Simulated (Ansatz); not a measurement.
# CH₃AlClFSi: a ladder of functionals and wavefunction methods

One table from this session's results is given with a row withheld; the runs are named, their logs left out.

Program: Ansatz 0.2.0, Gaussian basis. Level of theory: functionals in def2-TZVPP, the program's frozen cores in correlated methods. These are calculated values, not measurements.

Levels to be run: LDA (SPW92), PBE-D4, revPBE-D4, BLYP-D4, r2SCAN-D4, B97M-V, PBE0-D4, B3LYP-D4, r2SCANh-D4, r2SCAN0-D4, HSE06-D4, BHLYP-D4, CAM-B3LYP-D4, LC-ωPBE, ωB97X-V, ωB97M-V, B2PLYP, PBE-QIDH; CCSD(T)/def2-SVP; CCSD(T)/def2-TZVPP; MP2/def2-QZVPP; extrapolation to the limit; RPA on PBE.

## Structure used throughout

An earlier PBE0-D4 in a triple-zeta def2 set relaxation fixed the geometry.

SMILES `[F][Al]1[CH2][SiH]1Cl`, 8 atoms, charge 0, spin multiplicity 1.

Atoms are counted from 1 here; the program's logs count them from 0.

Bond lengths: F1–Al2 1.642 Å, Al2–C3 1.941 Å, Al2–Si4 2.314 Å, C3–Si4 1.905 Å, C3–H6 1.089 Å, C3–H7 1.108 Å, Si4–Cl5 2.061 Å, Si4–H8 1.486 Å. Angles: F1–Al2–C3 140.4°, F1–Al2–Si4 167.2°, C3–Al2–Si4 52.3°, Al2–C3–Si4 74.0°, Al2–C3–H6 140.9°, Al2–C3–H7 96.4°, Si4–C3–H6 123.3°, Si4–C3–H7 107.6°, H6–C3–H7 108.5°, Al2–Si4–C3 53.7°, Al2–Si4–Cl5 136.6°, Al2–Si4–H8 115.4°, C3–Si4–Cl5 119.3°, C3–Si4–H8 110.9°, Cl5–Si4–H8 106.9°.

Set-up of the first run:

The input, in.yaml:

```yaml
crystal:
  periodic: [false, false, false]
  atoms:
    - {symbol: F, position_ang: [-1.176762, -1.995017, 2.127377]}
    - {symbol: Al, position_ang: [-0.657258, -1.037435, 0.898657]}
    - {symbol: C, position_ang: [0.778401, 0.195304, 0.466493]}
    - {symbol: Si, position_ang: [-0.365179, 0.164548, -1.056514]}
    - {symbol: Cl, position_ang: [-1.051939, 1.944042, -1.837444]}
    - {symbol: H, position_ang: [1.864262, 0.236719, 0.397467]}
    - {symbol: H, position_ang: [0.436920, 1.018678, 1.123999]}
    - {symbol: H, position_ang: [0.263755, -0.583840, -2.175835]}
basis:
  gaussian: {orbitals: def2-TZVPP}
hamiltonian: {xc: lda}
output: {orbitals: {seedname: orbitals}}
```

On the command line:

```sh
$ ansatz run in.yaml --threads 2 --pin off --events-out ev --progress --plain --max-ram 4352MiB
```

Among the steps run: LDA; PBE-D4 (GGA); revPBE-D4 (GGA); BLYP-D4 (GGA); r2SCAN-D4 (meta-GGA); B97M-V (meta-GGA); PBE0-D4 (hybrid); B3LYP-D4 (hybrid); r2SCANh-D4 (hybrid); r2SCAN0-D4 (hybrid); HSE06-D4 (hybrid); BHLYP-D4 (hybrid); CAM-B3LYP-D4 (range-separated); LC-ωPBE (range-separated); ωB97X-V (range-separated); ωB97M-V (range-separated); B2PLYP (double hybrid); PBE-QIDH (double hybrid).

One table of the session follows, with a row left open; its other results are not shown here.

It belongs to the step «Frontier levels by functional». 

```
  functional  HOMO (eV)  LUMO (eV)  gap (eV)
 LDA (SPW92)      -5.75      -2.77      2.98
      PBE-D4      -5.63      -2.55      3.08
   revPBE-D4      -5.57      -2.45      3.12
     BLYP-D4      -5.50      -2.40      3.09
   r2SCAN-D4      -5.82      -2.33      3.49
      B97M-V      -5.84      -2.41      3.43
     PBE0-D4      -6.65      -1.78      4.87
    B3LYP-D4      -6.48      -1.96      4.52
  r2SCANh-D4      -6.20      -2.06      4.14
  r2SCAN0-D4      -6.77      -1.66      5.11
    HSE06-D4          ?          ?         ?
    BHLYP-D4      -7.58      -0.93      6.65
CAM-B3LYP-D4      -7.88      -0.77      7.11
     LC-ωPBE      -9.11       0.31      9.41
     ωB97X-V      -8.82       0.21      9.03
     ωB97M-V      -8.61      -0.04      8.58
```

**Question.** Estimate the row for HSE06-D4.

The run gave: HOMO (eV): -6.26; LUMO (eV): -2.15; gap (eV): 4.11. In the column «HOMO (eV)» it lies between B3LYP-D4 (-6.48) and r2SCANh-D4 (-6.20).
